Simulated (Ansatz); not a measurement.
## TaO: relaxation of cell and atoms with PBE0

Crystal: TaO.

```
Ta O
1.0
     3.06611    0.00000    0.00000
    -1.53306    2.65533    0.00000
     0.00000    0.00000    3.85502
Ta O
1 1
Direct
  0.00000 0.00000 0.50000
  0.00000 0.00000 0.00000
```

The cell was built by a generator and needn't be a form met in nature.

* Program: Ansatz 0.2.0
* Task: relaxation of cell and atoms
* Functional: PBE0
* Potentials or basis: Ansatz PAW
* Cutoff: 420 eV (not typed: the program's choice for these potentials)
* k mesh: 5 × 5 × 4
* Occupations: fermi-dirac, width 0.05 eV
* Spin: no spin polarisation

```yaml
Relaxed_volume: 15.35 Å³/atom
Relaxed_cell: a = 3.047 Å, b = 3.047 Å, c = 3.820 Å, α = 90.00°, β = 90.00°, γ = 120.00°
Space_group_after_relaxing_to_0.05_Å: P6/mmm (No. 191)
Energy_gained_by_relaxing: 6.4 meV/atom
Ionic_steps: 7
Pressure_after_relaxing: 0.0 GPa
Band_gap_on_the_k_mesh: none (metal or under the smearing width)
```

The path:
| step | energy change (eV) | largest force (eV/Å) | volume (Å³) |
| --- | --- | --- | --- |
| 1 | 0.0000 | 0.0000 | 31.39 |
| 2 | -0.0138 | 0.0000 | 30.73 |
| 3 | -0.0142 | 0.0000 | 30.71 |
| 4 | -0.0141 | 0.0000 | 30.72 |
| 5 | -0.0129 | 0.0000 | 30.72 |
| 6 | -0.0129 | 0.0000 | 30.70 |
| 7 | -0.0129 | 0.0000 | 30.70 |

Final structure:
```xyz
2
Lattice="3.0466 0.0000 0.0000 -1.5233 2.6384 0.0000 0.0000 0.0000 3.8196" Properties=species:S:1:pos:R:3 pbc="T T T"
Ta    0.0000    0.0000    1.9098
O     0.0000    0.0000    0.0000
```

Levels at points of the mesh, in eV from the Fermi level:
| k point | band 7 | band 8 | band 9 | band 10 | band 11 | band 12 |
| --- | --- | --- | --- | --- | --- | --- |
| (0.00, 0.00, 0.00) | -5.27 | -3.95 | -3.95 | 0.81 | 0.81 | 4.13 |
| (0.00, 0.00, -0.50) | -6.52 | -5.14 | -5.14 | 0.92 | 0.92 | 4.62 |

Run time: 68 s on 1 × NVIDIA H100 80GB HBM3 with 2 threads of AMD EPYC 7R13 Processor (Zen 3), with other jobs on the host, peak memory 1.7 GiB.

Caveat: the k mesh is coarse (spacing up to 0.47 Å⁻¹), so the values aren't converged, least of all with exact exchange; the plane-wave basis is chosen anew once the cell has moved, so the energies of steps on either side of that aren't comparable; the pressure holds a Pulay correction of +0.3 GPa for the finite cutoff; an odd number of electrons without spin polarisation forces a metal; a magnetic or distorted state may lie lower; the PAW data sets come from PBE, with cores solved anew for the run's functional, which leaves a small shift of forces and pressure. The run has no spin-orbit coupling, so splittings on Ta are missing.
